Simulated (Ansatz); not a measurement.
GeCN2 under changes of volume

One of the cells (13.716 Å³/atom); the others are scaled copies at fixed shape and fractional positions:

```
Ge N C
1.0
     1.79379    1.03565    4.92196
    -1.79379    1.03565    4.92196
     0.00000   -2.07129    4.92196
Ge N C
1 2 1
Direct
  0.00000 0.00000 0.00000
  0.58390 0.58390 0.58390
  0.41610 0.41610 0.41610
  0.50000 0.50000 0.50000
```

The cell comes from a database or a generator and needn't be the stable form of this composition.

| Item | Value |
| --- | --- |
| Program | Ansatz 0.2.0 |
| Functional | PBEsol |
| Potentials or basis | Ansatz PAW |
| Cutoff | 420 eV (not typed: the program's choice for these potentials) |
| k mesh | 9 × 9 × 9 |
| Occupations | fermi-dirac, width 0.05 eV |
| Spin | no spin polarisation |

| volume (Å³/atom) | energy over the lowest point (meV/atom) | pressure (GPa) | gap on the mesh (eV) | largest force (eV/Å) |
| --- | --- | --- | --- | --- |
| 12.893 | 7.94 | 5.5 | 0.85 | 1.964 |
| 13.167 | ? | ? | ? | ? |
| 13.441 | 0.00 | -0.6 | 0.95 | 0.656 |
| 13.716 | 3.40 | -3.3 | 1.00 | 0.066 |
| 13.990 | 11.06 | -5.7 | 1.05 | 0.485 |
| 14.264 | 22.61 | -7.8 | 1.09 | 1.000 |
| 14.538 | 37.72 | -9.8 | 1.13 | 1.481 |

What does the run at 13.167 Å³/atom give?

Energy over the lowest point 1.37 meV/atom; pressure 2.3 GPa; gap on the mesh 0.90 eV; largest force 1.287 eV/Å.

Worked out: A Birch-Murnaghan fit of order 3 (a polynomial in V^(-2/3)) to the other rows has its minimum at 13.38 Å³/atom with B0 = V·E''(V) = 138 GPa and B' = 3.7 at fixed shape and positions, which overstates the stiffness. It gives 1.37 meV/atom at 13.167 Å³/atom, against the run's 1.37, and -dE/dV = 2.3 GPa, against 2.3. A straight line through the other rows of the gap, of slope 2.35 eV per unit of ln V, gives 0.90 eV, against the run's 0.90.

Energies are extrapolated to zero smearing.

Caveats: odd divisions of the mesh miss points on the zone boundary, where band edges often lie, so the gap on the mesh can be too wide; the PAW data sets come from PBE, with cores solved anew for the run's functional, which leaves a small shift of forces and pressure; forces of over 1 eV/Å show positions far from the minimum, so gaps and moduli don't describe the material at rest (some runs).

A mesh can miss the band edges. Spin-orbit coupling on Ge is left out.
